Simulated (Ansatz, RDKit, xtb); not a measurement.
**C4H13BSi: which of the isomers drawn lies lowest?**

A sample of isomers of C4H13BSi is drawn. Aim: find which of them has the lowest free energy at 298.15 K, then its properties. The sample is small against all isomers, and the most stable one of this formula need not be in it.

The funnel: GFN2-xTB relaxations, single points with a density functional, relaxations at B3LYP/def2-SVP, harmonic vibrations (at GFN2-xTB), and a last energy at a higher level. All values are calculated.

## (1) Possible bonding patterns

Isomers were taken from a list of plausible structures; this is a sample, not all of them. That gives 4 candidates.

| label | SMILES | spin |
| --- | --- | --- |
| c581 | B[SiH2]CCCC | singlet |
| c670 | CCBCC[SiH3] | singlet |
| c834 | B[C@H](C)[SiH2]CC | singlet |
| c877 | CCB(C)C[SiH3] | singlet |

Candidates are built by distance geometry, with a force field where one applies, in up to four conformers (letters a to d).

**Question.** With final energies at CCSD(T)/def2-SVP + MP2/def2-TZVPP - MP2/def2-SVP, which structure will this search put lowest in free energy, and by what margin?

| quantity | value |
| --- | --- |
| lowest structure found | CCB(C)C[SiH3], singlet |
| next finalist | B[C@H](C)[SiH2]CC, singlet, 18.0 kcal/mol higher in G |
| share at equilibrium, among the finalists | 100.0 % |

`CCB(C)C[SiH3]` comes out lowest. The margin of 18.0 kcal/mol over the next finalist is beyond the usual error of the last level; it says nothing of structures that weren't ranked. GFN2-xTB, HF/STO-3G, r2SCAN-D4/def2-SVP, B3LYP/def2-SVP, HF/def2-SVP and MP2/def2-SVP already put its bonding pattern lowest among the structures in one piece. 5 minima inside the window were never screened. The search is not exhaustive (a finite list of starts, one conformer a finalist), so a lower isomer can't be ruled out. Only 4 drawn patterns were tried, so whole families of isomers are missing, and the result ranks this sample alone.
